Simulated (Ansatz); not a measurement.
**H₂BrO (doublet): from Hartree-Fock to the top rungs at distance Br1–H2 along a hydrogen transfer = 1.519 Å, cc-pVDZ**

An exercise on one series of results from a longer session: the logs are not shown, and one member is left open.

Computed with Ansatz 0.2.0, Gaussian basis. Level: cc-pVDZ, core rule «outside noble gas», up to 15 orbitals frozen.

The runs, in order: UHF; CCSD(T) on ROHF; CCSD(T) on UHF; BCCD(T) on ROHF; CISD; CCSDT(Q) on ROHF; CCSDT(Q) on UHF; CASSCF and MRCISD+Q, 3 electrons in 3 orbitals; CASSCF and NEVPT2, 3 electrons in 3 orbitals.

13 further runs of the same task are left out: 6 for a known fault of the program, 6 that didn't finish, 1 set aside as unsound or not needed.

### What is computed

The geometry derives from fragments relaxed apart (PBE0/def2-TZVP) and kept rigid, so it is no stationary point. A hydrogen atom is moved between rigid fragments. No spin-orbit coupling is included. The filled d shell of Br may be among the frozen orbitals whatever the setting's name suggests; the logs give the count.

4 atoms, charge 0, spin multiplicity 2.

Atoms are counted from 1 here; the program's logs count them from 0.

Bond lengths: Br1–H2 1.519 Å, O3–H4 0.973 Å.

As a file:

| atom | x (Å) | y (Å) | z (Å) |
| --- | --- | --- | --- |
| Br1 | -1.9907 | 0.2350 | 0.0000 |
| H2 | -0.4717 | 0.2350 | 0.0000 |
| O3 | 1.1053 | 0.2350 | 0.0000 |
| H4 | 1.3571 | -0.7050 | 0.0000 |

The first run:

in.yaml reads:

```yaml
crystal:
  periodic: [false, false, false]
  atoms:
    - {symbol: Br, position_ang: [-1.990715, 0.234988, 0.000000]}
    - {symbol: H, position_ang: [-0.471715, 0.234988, 0.000000]}
    - {symbol: O, position_ang: [1.105285, 0.234988, 0.000000]}
    - {symbol: H, position_ang: [1.357144, -0.704963, 0.000000]}
basis:
  gaussian: {orbitals: cc-pVDZ}
magnetization: {spin_polarized: true, initial_magnetization: 1}
hamiltonian: {xc: hf}
output: {orbitals: {seedname: orbitals}}
```

The run is started by

```
$ ansatz run in.yaml --threads 1 --pin off --events-out ev --progress --plain --max-ram 2393MiB
```

Steps of the session up to this table: UHF; CCSD(T) on ROHF; CCSD(T) on UHF; BCCD(T) on ROHF; CISD; CCSDT(Q) on ROHF; CCSDT(Q) on UHF; CASSCF and MRCISD+Q, 3 electrons in 3 orbitals; CASSCF and NEVPT2, 3 electrons in 3 orbitals.

One table of the session follows, with a row left open; its other results are not shown here.

It belongs to the step «Misses and costs». 

| method | from UCCSDT(Q) (meV) |
| --- | --- |
| ROHF | ? |
| UHF | +8590.9 |
| RMP2 | +919.4 |
| UMP2 | +919.3 |
| CISD | +818.5 |
| RCCSD | +158.3 |
| UCCSD | +156.9 |
| RCCSD(T) | +29.0 |
| UCCSD(T) | +28.3 |
| BCCD(T) | +28.8 |
| RCCSDT | +15.5 |
| UCCSDT | +14.8 |
| RCCSDT(Q) | +0.9 |
| UCCSDT(Q) | 0 |
| CASSCF pair | +8077.9 |
| NEVPT2 pair | +850.5 |

Estimate the missing values for ROHF.

The run gave: from UCCSDT(Q) (meV): +8702.9. In the column «from UCCSDT(Q) (meV)» it is the highest.

Not comparable, so not listed: CASSCF and MRCISD+Q, 3 electrons in 3 orbitals (they don't share determinant, frozen orbitals or solution with the rows shown, or repeat one).

Caveats from the session: Restricted and unrestricted rows rest on different reference determinants; where their highest levels disagree by more than a few hundredths of an eV, they describe different states and don't form one ladder. Warnings in the runs' records: passed over end.
